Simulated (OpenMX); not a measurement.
Crystal: ZrB.

```xyz
2
Lattice="0.0000 2.3250 2.3250 2.3250 0.0000 2.3250 2.3250 2.3250 0.0000" Properties=species:S:1:pos:R:3 pbc="T T T"
Zr    0.0000    0.0000    0.0000
B     2.3250    2.3250    2.3250
```

Base run:

- Program: OpenMX 3.8.5
- Functional: PBE
- Potentials or basis: OpenMX 2013 PBE set, Zr7.0-s3p2d2, B7.0-s2p2d1, grid cutoff 400 Ry
- k mesh: 7 × 7 × 7
- Occupations: fermi-dirac, width 0.05 eV
- Spin: no spin polarisation

Its results: pressure 35.0 GPa.

The run is repeated on the same cell with these changes: functional from PBE to LDA; potentials or basis from OpenMX 2013 PBE set, Zr7.0-s3p2d2, B7.0-s2p2d1, grid cutoff 400 Ry to OpenMX 2013 LDA set, Zr7.0-s3p2d2, B7.0-s2p2d1, grid cutoff 400 Ry. What comes out?

Pressure 25.6 GPa.

Caveats: the basis of atomic orbitals isn't converged, which shifts pressures, moduli and gaps; a pressure of tens of GPa on the cell as given is suspect, and the run, the potentials or the cell itself is likely at fault (some runs).
